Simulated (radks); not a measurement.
# Valence configurations of La

NIST gives [Xe] 5d1 6s2 as the ground configuration of La. Does this level of theory agree? Several fillings of the valence shells are run.

Method: scalar-relativistic Kohn-Sham, PBE, spin-polarised, spherical densities, finite nucleus; open shells are filled with parallel spins first. Code: radks (a radial shooting solver on a logarithmic mesh, Libxc functionals) version 1.

### 1 The system

| Property | Result |
| --- | --- |
| element | lanthanum (Z = 57) |
| charge | 0 |
| electrons | 57 |
| configuration | [Xe] 5d1 6s2 |
| nuclear rms radius | 4.855 fm |
| others tried | 6s2 6p1; 4f1 5d1 6s1; 5d2 6p1; 4f0.5 5d1 6s1.5; 5d0.5 6s2 6p0.5; 5d3; 5d1 6s1 6p1; 4f1 6s2; 5d2 6s1 |

The outer shells:

La
```
[Xe] core
5d [↑ ][  ][  ][  ][  ]
6s [↑↓]
```

### 2 [Xe] 5d1 6s2

Input:

```text
Z 57
configuration [Xe] 5d1 6s2
relativity scalar-relativistic
functional pbe,pbe
spin polarised
nucleus finite rms 4.855 fm
c 137.035999084
```

### 3 [Xe] 6s2 6p1

Settings, as their differences from step 2:

```diff
@@ -1,3 +1,3 @@
 Z 57
-configuration [Xe] 5d1 6s2
+configuration [Xe] 6s2 6p1
 relativity scalar-relativistic
```

### 4 [Xe] 4f1 5d1 6s1

Settings, as their differences from step 3:

```diff
@@ -1,3 +1,3 @@
 Z 57
-configuration [Xe] 6s2 6p1
+configuration [Xe] 4f1 5d1 6s1
 relativity scalar-relativistic
```

### 5 [Xe] 5d2 6p1

Input:

```text
Z 57
configuration [Xe] 5d2 6p1
relativity scalar-relativistic
functional pbe,pbe
spin polarised
nucleus finite rms 4.855 fm
c 137.035999084
```

### 6 [Xe] 4f0.5 5d1 6s1.5

Settings, as their differences from step 5:

```diff
@@ -1,3 +1,3 @@
 Z 57
-configuration [Xe] 5d2 6p1
+configuration [Xe] 4f0.5 5d1 6s1.5
 relativity scalar-relativistic
```

### 7 [Xe] 5d0.5 6s2 6p0.5

Input:

```text
Z 57
configuration [Xe] 5d0.5 6s2 6p0.5
relativity scalar-relativistic
functional pbe,pbe
spin polarised
nucleus finite rms 4.855 fm
c 137.035999084
```

### 8 [Xe] 5d3

Input:

```text
Z 57
configuration [Xe] 5d3
relativity scalar-relativistic
functional pbe,pbe
spin polarised
nucleus finite rms 4.855 fm
c 137.035999084
```

### 9 [Xe] 5d1 6s1 6p1

Settings, as their differences from step 8:

```diff
@@ -1,3 +1,3 @@
 Z 57
-configuration [Xe] 5d3
+configuration [Xe] 5d1 6s1 6p1
 relativity scalar-relativistic
```

### 10 [Xe] 4f1 6s2

Input:

```text
Z 57
configuration [Xe] 4f1 6s2
relativity scalar-relativistic
functional pbe,pbe
spin polarised
nucleus finite rms 4.855 fm
c 137.035999084
```

### 11 [Xe] 5d2 6s1

Settings, as their differences from step 10:

```diff
@@ -1,3 +1,3 @@
 Z 57
-configuration [Xe] 4f1 6s2
+configuration [Xe] 5d2 6s1
 relativity scalar-relativistic
```

Before running it: what results should come out? Wanted: for each run, valence; E − E(NIST configuration); moment; highest level; its energy; 1s shift.

As calculated:

| valence | E − E(NIST configuration) (eV) | moment (μB) | highest level | its energy (eV) | 1s shift (eV) |
| --- | --- | --- | --- | --- | --- |
| 5d2 6s1 | -0.017 | 3 | 5d up | -2.536 | +1.82 |
| 5d1 6s2 | 0.000 | 1 | 5d up | -3.306 | +0.00 |
| 4f0.5 5d1 6s1.5 | 0.204 | 2 | 4f up | -1.194 | +4.03 |
| 4f1 6s2 | 0.687 | 1 | 4f up | -0.021 | +5.86 |
| 5d0.5 6s2 6p0.5 | 1.046 | 1 | 6p up | -1.918 | -1.53 |
| 5d3 | 1.055 | 3 | 5d up | -1.764 | +3.17 |
| 5d1 6s1 6p1 | 1.695 | 3 | 6p up | -2.126 | -0.95 |
| 5d2 6p1 | 2.261 | 3 | 6p up | -1.759 | +0.74 |
| 6s2 6p1 | 2.303 | 1 | 6p up | -2.374 | -3.10 |

**Reading.** This level puts 5d2 6s1 lowest, 0.017 eV under the NIST configuration. The energies are those of spherical high-spin densities, not of single terms. The 1s eigenvalue shifts by up to 5.86 eV as the valence charge is rearranged.
